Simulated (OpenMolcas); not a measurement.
# Tc³⁺ among point charges: CASSCF and CASPT2 levels and susceptibility, part 2 of 2

How does a field of 5 point charges split the states of Tc³⁺, and what χT follows?

OpenMolcas 26.06; ANO-RCC-VDZP, DKH2, active space 4 electrons in 5 orbitals (4d), orbitals: per spin and parity. Surroundings: 5 point charges of -2 e arranged as a square pyramid (C4v), 2.28 Å from the ion, with the axial distance 2.303 Å. Earlier steps stand in the parts before.

## (6) State interaction with spin-orbit coupling

Input file a.inp:

```
&RASSI
NrOfJobIphs=3 5 45 50
1 2 3 4 5
1 2 3 4 5 6 7 8 9 10 11 12 13 14 15 16 17 18 19 20 21 22 23 24 25 26 27
28 29 30 31 32 33 34 35 36 37 38 39 40 41 42 43 44 45
1 2 3 4 5 6 7 8 9 10 11 12 13 14 15 16 17 18 19 20 21 22 23 24 25 26 27
28 29 30 31 32 33 34 35 36 37 38 39 40 41 42 43 44 45 46 47 48 49 50
IphNames
JOB001
JOB002
JOB003
EJob
SpinOrbit
DIPRint=1.0
SOCoupling=1000.0
Subsets=2
Property=9
'ANGMOM' 1 'ANGMOM' 2 'ANGMOM' 3 'MLTPL  1' 1 'MLTPL  1' 2 'MLTPL  1' 3
'AMFI' 1 'AMFI' 2 'AMFI' 3
SOProperty=3
'ANGMOM' 1 'ANGMOM' 2 'ANGMOM' 3
```

On the command line:

```sh
OMP_NUM_THREADS=1 MOLCAS_MEM=1689 MOLCAS_PROJECT=a pymolcas a.inp > a.log
```

The log of the run:

```text
SPIN-FREE ENERGIES:
  (Shifted by EMIN (a.u.) =      -4287.7214685958)

 SF State       Relative EMIN(au)   Rel lowest level(eV)    D:o, cm**(-1)      L_eff

     1             0.0000000000        0.0000000000              0.0000         2.0
     2             0.0251517444        0.6844138310           5520.1698         2.0
     3             0.0553297757        1.5055998982          12143.4821         1.9
     4             0.0553297757        1.5055998982          12143.4821         1.9
     5             0.0633880162        1.7248757908          13912.0615         1.9
     6             0.0833694925        2.2685994621          18297.4886         4.5
     7             0.0870233211        2.3680252020          19099.4113         4.5
     8             0.0870233211        2.3680252020          19099.4113         4.5
     9             0.0881419152        2.3984636989          19344.9143         4.4
    10             0.0944577620        2.5703266446          20731.0825         4.4
    11             0.0984087240        2.6778377981          21598.2184         3.0
    12             0.0985977942        2.6829826607          21639.7145         3.3
    13             0.0985977942        2.6829826607          21639.7145         3.3
    14             0.1062725533        2.8918234942          23324.1295         2.9
    15             0.1062725533        2.8918234942          23324.1295         2.9
    16             0.1070746058        2.9136484560          23500.1596         4.1
    17             0.1078992695        2.9360886973          23681.1524         4.6
    18             0.1132012970        3.0803642167          24844.8129         4.4
    19             0.1132012970        3.0803642167          24844.8129         4.4
    20             0.1169301876        3.1818324987          25663.2098         2.8
    21             0.1174554890        3.1961266766          25778.5001         2.6
    51             0.1211851740        3.2976165766          26597.0714         5.6
    52             0.1218703697        3.3162617021          26747.4545         5.6
    53             0.1218703697        3.3162617021          26747.4545         5.6
    54             0.1223915099        3.3304426486          26861.8315         5.6
    22             0.1234653920        3.3596644704          27097.5214         4.0
    23             0.1234653920        3.3596644704          27097.5214         4.0
    24             0.1259308748        3.4267536748          27638.6323         3.7
    25             0.1298435651        3.5332234019          28497.3686         3.7
    55             0.1301448373        3.5414214344          28563.4902         3.4
    26             0.1313281121        3.5736199843          28823.1890         3.5
    27             0.1313281121        3.5736199843          28823.1890         3.5
    56             0.1334711268        3.6319343843          29293.5264         4.3
    28             0.1355992693        3.6898440913          29760.5996         3.9
    57             0.1406692275        3.8278046822          30873.3268         4.9
    29             0.1409166679        3.8345378783          30927.6337         4.0
    31             0.1423349355        3.8731309075          31238.9075         4.0
    30             0.1423349355        3.8731309075          31238.9075         4.0
    58             0.1423786564        3.8743206121          31248.5031         5.0
    59             0.1423786564        3.8743206121          31248.5031         5.0
Eigenvalues of complex Hamiltonian:
   -----------------------------------
  (Shifted by EMIN (a.u.) =      -4287.7214685958)

 SO State       Relative EMIN(au)   Rel lowest level(eV)    D:o, cm**(-1)     J-value

     1            -0.0017160820        0.0000000000              0.0000         1.5
     2            -0.0017011278        0.0004069251              3.2821         1.5
     3            -0.0009372876        0.0211920738            170.9256         2.1
     4            -0.0009372876        0.0211920738            170.9256         2.1
     5            -0.0006724448        0.0283988150            229.0519         2.3
     6             0.0242460762        0.7064663134           5698.0351         2.2
     7             0.0244881554        0.7130536256           5751.1653         2.1
     8             0.0244881554        0.7130536256           5751.1653         2.1
     9             0.0251852032        0.7320212606           5904.1496         1.5
    10             0.0251982769        0.7323770142           5907.0190         1.5
    11             0.0511398597        1.4382834441          11600.5383         1.7
    12             0.0511939926        1.4397564755          11612.4191         1.5
    13             0.0511939926        1.4397564755          11612.4191         1.5
    14             0.0535745114        1.5045336917          12134.8826         2.7
    15             0.0538972939        1.5133170516          12205.7252         2.6
    16             0.0538972939        1.5133170516          12205.7252         2.6
    17             0.0548908597        1.5403533535          12423.7877         2.2
    18             0.0549445644        1.5418147344          12435.5745         2.3
    19             0.0569875983        1.5974085172          12883.9686         2.2
    20             0.0569875983        1.5974085172          12883.9686         2.2
    21             0.0633492714        1.7705184628          14280.1945         2.8
    22             0.0633686402        1.7710455145          14284.4454         2.8
    23             0.0639018872        1.7855559027          14401.4796         3.5
    24             0.0639018872        1.7855559027          14401.4796         3.5
    25             0.0640533162        1.7896764979          14434.7144         3.7
    26             0.0816995623        2.2698553165          18307.6178         3.9
    27             0.0816995623        2.2698553168          18307.6178         3.9
    28             0.0819082407        2.2755337447          18353.4174         3.4
    29             0.0845050461        2.3461964178          18923.3503         3.8
    30             0.0846361904        2.3497650371          18952.1331         4.7
    31             0.0854114038        2.3708596671          19122.2728         3.2
    32             0.0860193578        2.3874029386          19255.7033         3.3
    33             0.0860193578        2.3874029385          19255.7033         3.3
    34             0.0869036159        2.4114648285          19449.7755         4.4
    35             0.0869036159        2.4114648285          19449.7755         4.4
    36             0.0871165635        2.4172594280          19496.5121         4.1
    37             0.0880313181        2.4421511669          19697.2775         4.4
    38             0.0929274163        2.5753807878          20771.8469         3.2
    39             0.0929274163        2.5753807880          20771.8469         3.2
    40             0.0929810309        2.5768397152          20783.6139         3.0
    41             0.0950791683        2.6339329434          21244.1019         3.2
Weights of the five most important spin-orbit-free states for each spin-orbit state.

 SO State  Total energy (au)           Spin-free states, spin, and weights
 -------------------------------------------------------------------------------------------------------
    1        -0.001716       1 2.0  0.9576    2 2.0  0.0334   15 1.0  0.0024   14 1.0  0.0024   13 1.0  0.0011
    2        -0.001701       1 2.0  0.9581    2 2.0  0.0333   14 1.0  0.0023   15 1.0  0.0023   13 1.0  0.0010
    3        -0.000937       1 2.0  0.9835    2 2.0  0.0090   15 1.0  0.0016   20 1.0  0.0015    3 2.0  0.0015
    4        -0.000937       1 2.0  0.9835    2 2.0  0.0090   14 1.0  0.0016   20 1.0  0.0015    4 2.0  0.0015
    5        -0.000672       1 2.0  0.9930   20 1.0  0.0021    4 2.0  0.0012    3 2.0  0.0012   14 1.0  0.0007
    6         0.024246       2 2.0  0.9854   11 1.0  0.0045    4 2.0  0.0034    3 2.0  0.0034   22 1.0  0.0006
    7         0.024488       2 2.0  0.9772    1 2.0  0.0093   11 1.0  0.0034    4 2.0  0.0029    3 2.0  0.0029
    8         0.024488       2 2.0  0.9772    1 2.0  0.0093   11 1.0  0.0034    3 2.0  0.0029    4 2.0  0.0029
    9         0.025185       2 2.0  0.9551    1 2.0  0.0345   23 1.0  0.0016   22 1.0  0.0016    3 2.0  0.0012
   10         0.025198       2 2.0  0.9561    1 2.0  0.0342   23 1.0  0.0016   22 1.0  0.0016    3 2.0  0.0011
   11         0.051140       3 2.0  0.4161    4 2.0  0.4161    5 2.0  0.1419   21 1.0  0.0082    2 2.0  0.0033
   12         0.051194       4 2.0  0.4535    3 2.0  0.4339    5 2.0  0.0955   21 1.0  0.0077    9 1.0  0.0030
```

These steps: 26 s of run time, 1 thread of Arm Neoverse V1, shared host.

Spin-free states:

```
  state  degeneracy  E (cm-1)  free-ion L (%)
quintet           1         0         D (100)
quintet           1      5520         D (100)
quintet           2     12143         D (100)
quintet           1     13912         D (100)
triplet           1     18297          H (63)
triplet           2     19099          H (67)
triplet           1     19345          H (66)
triplet           1     20731          H (49)
triplet           1     21598          F (56)
triplet           2     21640          F (36)
triplet           2     23324          P (41)
triplet           1     23500          H (53)
triplet           1     23681          H (70)
triplet           2     24845          H (60)
triplet           1     25663          F (80)
triplet           1     25779          P (67)
singlet           1     26597          I (84)
singlet           2     26747          I (88)
singlet           1     26862          I (87)
triplet           2     27098          H (48)
triplet           1     27639          G (64)
triplet           1     28497          F (52)
singlet           1     28563          G (46)
triplet           2     28823          F (38)
```

With spin-orbit coupling:

```json
{"E (cm-1)": "0.0", "Degeneracy": "1", "2S+1": "5", "g": ""}
{"E (cm-1)": "3.3", "Degeneracy": "1", "2S+1": "5", "g": ""}
{"E (cm-1)": "170.9", "Degeneracy": "2", "2S+1": "5", "g": "0.00 0.00 3.23"}
{"E (cm-1)": "229.1", "Degeneracy": "1", "2S+1": "5", "g": ""}
{"E (cm-1)": "5698", "Degeneracy": "1", "2S+1": "5", "g": ""}
{"E (cm-1)": "5751", "Degeneracy": "2", "2S+1": "5", "g": "0.00 0.00 4.76"}
{"E (cm-1)": "5904", "Degeneracy": "1", "2S+1": "5", "g": ""}
{"E (cm-1)": "5907", "Degeneracy": "1", "2S+1": "5", "g": ""}
{"E (cm-1)": "11601", "Degeneracy": "1", "2S+1": "5", "g": ""}
{"E (cm-1)": "11612", "Degeneracy": "2", "2S+1": "5", "g": "0.00 0.00 5.28"}
{"E (cm-1)": "12135", "Degeneracy": "1", "2S+1": "5", "g": ""}
{"E (cm-1)": "12206", "Degeneracy": "2", "2S+1": "5", "g": "0.00 0.00 2.79"}
{"E (cm-1)": "12424", "Degeneracy": "1", "2S+1": "5", "g": ""}
{"E (cm-1)": "12436", "Degeneracy": "1", "2S+1": "5", "g": ""}
{"E (cm-1)": "12884", "Degeneracy": "2", "2S+1": "5", "g": "0.00 0.00 9.98"}
{"E (cm-1)": "14280", "Degeneracy": "1", "2S+1": "5", "g": ""}
{"E (cm-1)": "14284", "Degeneracy": "1", "2S+1": "5", "g": ""}
{"E (cm-1)": "14401", "Degeneracy": "2", "2S+1": "5", "g": "0.00 0.00 3.88"}
{"E (cm-1)": "14435", "Degeneracy": "1", "2S+1": "5", "g": ""}
{"E (cm-1)": "18308", "Degeneracy": "2", "2S+1": "3", "g": "0.00 0.00 2.50"}
{"E (cm-1)": "18353", "Degeneracy": "1", "2S+1": "3", "g": ""}
{"E (cm-1)": "18923", "Degeneracy": "1", "2S+1": "3", "g": ""}
{"E (cm-1)": "18952", "Degeneracy": "1", "2S+1": "3", "g": ""}
{"E (cm-1)": "19122", "Degeneracy": "1", "2S+1": "3", "g": ""}
```

The table of states holds 24 of 76 computed; the rest, higher up, is left out. Principal g values are given for doublets only; a zero marks a field direction without first-order Zeeman splitting.

Powder χT (cm³ K/mol): 0.95 at 2 K, 1.29 at 5 K, 1.39 at 10 K, 1.49 at 20 K, 1.73 at 50 K, 2.04 at 100 K, 2.23 at 150 K, 2.34 at 200 K, 2.41 at 250 K, 2.45 at 300 K.

Orbitals of the lowest block (energies include the constant potential of the surroundings):

```
shell     space  energy (hartree)  mean occupation  ⟨r²⟩ (bohr²)
   1s  inactive         -776.1925            2.000       0.00155
   2s  inactive         -112.6348            2.000        0.0262
   2p  inactive         -100.5021            6.000        0.0207
   3s  inactive          -19.9078            2.000         0.195
   3p  inactive          -15.8064            6.000         0.199
   3d  inactive           -9.1497           10.000         0.189
   4s  inactive           -2.1273            2.000          1.27
   4p  inactive           -0.8809            6.000          1.54
   4d      RAS2                              4.000          2.95
```

## (7) CASPT2: IPEA 0.25, imaginary shift 0.1 (closed shells correlated: 4s 4p)

Input file a.inp:

```
>>> COPY JOB001 $Project.JobIph
&CASPT2
Multistate=5 1 2 3 4 5
NoMult
Frozen=14
IPEA=0.25
Imaginary=0.1
MaxIter=60
WThr=0.0 0.3 0.05
PrWF=0.5
NoMix
>>> COPY JOB002 $Project.JobIph
&CASPT2
Multistate=45 1 2 3 4 5 6 7 8 9 10 11 12 13 14 15 16 17 18 19 20 21 22
23 24 25 26 27 28 29 30 31 32 33 34 35 36 37 38 39 40 41 42 43 44 45
NoMult
Frozen=14
IPEA=0.25
Imaginary=0.1
MaxIter=60
WThr=0.0 0.3 0.05
PrWF=0.5
NoMix
>>> COPY JOB003 $Project.JobIph
&CASPT2
Multistate=50 1 2 3 4 5 6 7 8 9 10 11 12 13 14 15 16 17 18 19 20 21 22
23 24 25 26 27 28 29 30 31 32 33 34 35 36 37 38 39 40 41 42 43 44 45 46
47 48 49 50
NoMult
Frozen=14
IPEA=0.25
Imaginary=0.1
MaxIter=60
WThr=0.0 0.3 0.05
PrWF=0.5
NoMix
```

The log of the run (excerpt; [...] marks lines left out):

```text
[...]
      Active orbitals                            5
[...]
      E2 (Variational):          -0.2169025585
      Total energy:           -4287.9383711543
[...]
::    CASPT2 Root  1     Total energy:  -4287.93837115
::    CASPT2 Root  2     Total energy:  -4287.91169135
[...]
::    CASPT2 Root 27     Total energy:  -4287.75861072
::    CASPT2 Root 28     Total energy:  -4287.76115442
::    CASPT2 Root 29     Total energy:  -4287.76115443
::    CASPT2 Root 30     Total energy:  -4287.75436175
```

This run: 11 s of run time, 1 thread of Arm Neoverse V1, shared host.

SS-CASPT2: lowest energy less the reference's lowest, -0.2169 hartree; reference weights 0.920 to 0.953.

Spin-free states:

```
  state  degeneracy  E (cm-1)  free-ion L (%)
quintet           1         0         D (100)
quintet           1      5856         D (100)
quintet           2     12346         D (100)
quintet           1     14663         D (100)
triplet           1     16465          H (63)
triplet           2     16792          H (67)
triplet           1     17657          H (66)
triplet           1     18898          H (49)
triplet           2     18972          F (36)
triplet           1     19264          F (56)
triplet           1     20368          H (53)
triplet           2     20815          P (41)
triplet           2     22328          H (60)
triplet           1     22350          H (70)
triplet           1     23011          P (67)
triplet           1     23022          F (80)
singlet           1     24443          I (84)
singlet           1     24505          I (87)
singlet           2     24566          I (88)
triplet           2     24911          H (48)
singlet           1     25159          G (46)
triplet           1     25338          G (64)
triplet           1     26158          F (52)
singlet           1     26215          G (74)
```

With spin-orbit coupling:

| E (cm-1) | Degeneracy | 2S+1 | g |
| --- | --- | --- | --- |
| 0 | 1 | 5 |  |
| 4 | 1 | 5 |  |
| 170 | 2 | 5 | 0.00 0.00 3.27 |
| 230 | 1 | 5 |  |
| 6020 | 1 | 5 |  |
| 6070 | 2 | 5 | 0.00 0.00 4.71 |
| 6220 | 1 | 5 |  |
| 6220 | 1 | 5 |  |
| 11800 | 1 | 5 |  |
| 11810 | 2 | 5 | 0.00 0.00 5.34 |
| 12310 | 1 | 5 |  |
| 12400 | 2 | 5 | 0.00 0.00 2.67 |
| 12630 | 1 | 5 |  |
| 12640 | 1 | 5 |  |
| 13060 | 2 | 5 | 0.00 0.00 9.96 |
| 14890 | 1 | 5 |  |
| 14910 | 1 | 5 |  |
| 14990 | 2 | 5 | 0.00 0.00 3.82 |
| 15000 | 1 | 5 |  |
| 16310 | 1 | 3 |  |
| 16460 | 2 | 3 | 0.00 0.00 2.53 |
| 16620 | 1 | 3 |  |
| 16880 | 1 | 3 |  |
| 16890 | 1 | 3 |  |

Powder χT (cm³ K/mol): 0.81 at 2 K, 1.25 at 5 K, 1.40 at 10 K, 1.51 at 20 K, 1.76 at 50 K, 2.07 at 100 K, 2.26 at 150 K, 2.36 at 200 K, 2.43 at 250 K, 2.47 at 300 K.

## (8) The methods side by side

A. CASSCF
B. SS-CASPT2, IPEA 0.25, imaginary shift 0.1 (closed shells correlated: 4s 4p)

```
method  ground state  first state of that spin (cm-1)  first gap with spin-orbit (cm-1)  χT at 300 K
     A       quintet                     quintet 5520                               3.3         2.45
     B       quintet                     quintet 5856                               4.4         2.47
```

## (9) What came out

The summary covers parts 1 to 2.

| quantity | value |
| --- | --- |
| method | SS-CASPT2, IPEA 0.25, imaginary shift 0.1 (closed shells correlated: 4s 4p) |
| spin-free ground state | quintet, 1-fold in its orbital part |
| first state of the same spin within the active space | quintet at 5860 cm⁻¹ |
| lowest level | 1-fold |
| next level | 4.4 cm⁻¹ |
| χT at 300 K | 2.47 cm³ K/mol |
| effective moment at 300 K | 4.45 μB |

Cost by method:

```
                                              method  time of its own steps  time with the reference
                                           A. CASSCF                   26 s                     26 s
B. SS-CASPT2, IPEA 0.25, imaginary shift 0.1, +4s 4p                   11 s                     37 s
```

Times are of one thread on a shared host.

The spin-free ground state (quintet) comes to 100 % from free-ion D terms and keeps the highest spin of the shell. χT at 300 K is 2.47, against 3.01 cm³ K/mol for the spin alone, so spin-orbit coupling lowers it. An active space of the d shell alone favours high spin; real ions in strong fields can be low spin. The field of point charges can differ much from that of real complexes. With metal d orbitals alone active, the gaps between spin states are rough; where two lie within a few thousand cm-1, their order is open. This is an electrostatic model: the charges have no orbitals.
